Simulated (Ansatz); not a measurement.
# CH3F2Ga: geometry and vibrations

Aim: relax CH3F2Ga from a cheap starting geometry, then compute its harmonic vibrations to see whether it is a minimum and to get the zero-point energy and entropy, and look at its orbitals and charge.

The runs use Ansatz 0.2.0, Gaussian basis; RKS PBE0-D4/def2-TZVP.

The runs, in order: relaxation at PBE0-D4/def2-TZVP; harmonic vibrations at the same level; a single point in def2-TZVPP for the fields.

**1. Where the work starts**

7 atoms, charge 0, spin multiplicity 1.

Atoms are counted from 1 here; the program's logs count them from 0.

Bond lengths: F1–C2 1.420 Å, C2–F3 1.398 Å, C2–Ga4 2.032 Å, C2–H5 1.094 Å, Ga4–H6 1.560 Å, Ga4–H7 1.558 Å. Angles: F1–C2–F3 102.4°, F1–C2–Ga4 85.2°, F1–C2–H5 106.2°, F3–C2–Ga4 90.6°, F3–C2–H5 107.1°, Ga4–C2–H5 155.9°, C2–Ga4–H6 117.4°, C2–Ga4–H7 114.7°, H6–Ga4–H7 126.6°.

As a file:

```csv
atom,x (Å),y (Å),z (Å)
F1,-0.3993,-0.8818,1.1612
C2,0.7235,-0.2152,0.6042
F3,1.0975,-1.0722,-0.4352
Ga4,-0.6325,0.6929,-0.6062
H5,1.5135,-0.2624,1.3601
H6,-1.9636,1.1798,0.0461
H7,-0.3391,0.5589,-2.1301
```

The start is a GFN2-xTB geometry.

**2. Optimising with PBE0-D4/def2-TZVP**

The input, in.yaml:

```yaml
crystal:
  periodic: [false, false, false]
  atoms:
    - {symbol: F, position_ang: [-0.399310, -0.881760, 1.161170]}
    - {symbol: C, position_ang: [0.723530, -0.215170, 0.604170]}
    - {symbol: F, position_ang: [1.097520, -1.072220, -0.435170]}
    - {symbol: Ga, position_ang: [-0.632520, 0.692860, -0.606210]}
    - {symbol: H, position_ang: [1.513520, -0.262370, 1.360120]}
    - {symbol: H, position_ang: [-1.963620, 1.179770, 0.046070]}
    - {symbol: H, position_ang: [-0.339130, 0.558900, -2.130150]}
basis:
  gaussian: {orbitals: def2-TZVP}
hamiltonian: {xc: pbe0, dispersion: d4}
relax: {f_tol: 0.005, max_steps: 150}
```

On the command line:

```bash
$ ansatz run in.yaml --threads 2 --pin off --events-out ev --progress --plain --max-ram 4352MiB
```

Further steps of the session: Vibrations by finite differences; Orbitals, density and potential.

**Question.** What will the summary of the whole plan be? Wanted: point group; shift from the start; total energy; dispersion term; dipole moment; lowest, highest wavenumber; zero-point energy; HOMO, LUMO.

As calculated:

| quantity | value |
| --- | --- |
| point group | C1 |
| steps | 29 |
| shift from the start (rms) | 0.677 Å |
| total energy | -58886.1417 eV |
| dispersion term | -91 meV |
| dipole moment | 1.90 D |
| lowest, highest wavenumber | 31, 3052 cm⁻¹ |
| zero-point energy | 90.8 kJ/mol |
| entropy at 298.15 K | 333.1 J/(mol K) |
| HOMO, LUMO | -7.87, -2.06 eV |

The relaxed geometry lies 0.68 Å (rms) from the start; the bond that changed most is F1–C2, from 1.420 to 1.375 Å. All wavenumbers are real, so the end point is a minimum. The stiffest mode, 3052 cm⁻¹, is a C–H stretch, and 2 modes under 200 cm⁻¹ make the vibrational entropy uncertain. Harmonic hybrid wavenumbers usually lie a few per cent above measured fundamentals. The largest Mulliken charge, +0.30 e, sits on Ga4. The HOMO lies mostly on C2 32 %; F1, F3 about 14 % each and the LUMO on Ga4 52 %; H6, H7 about 16 % each.
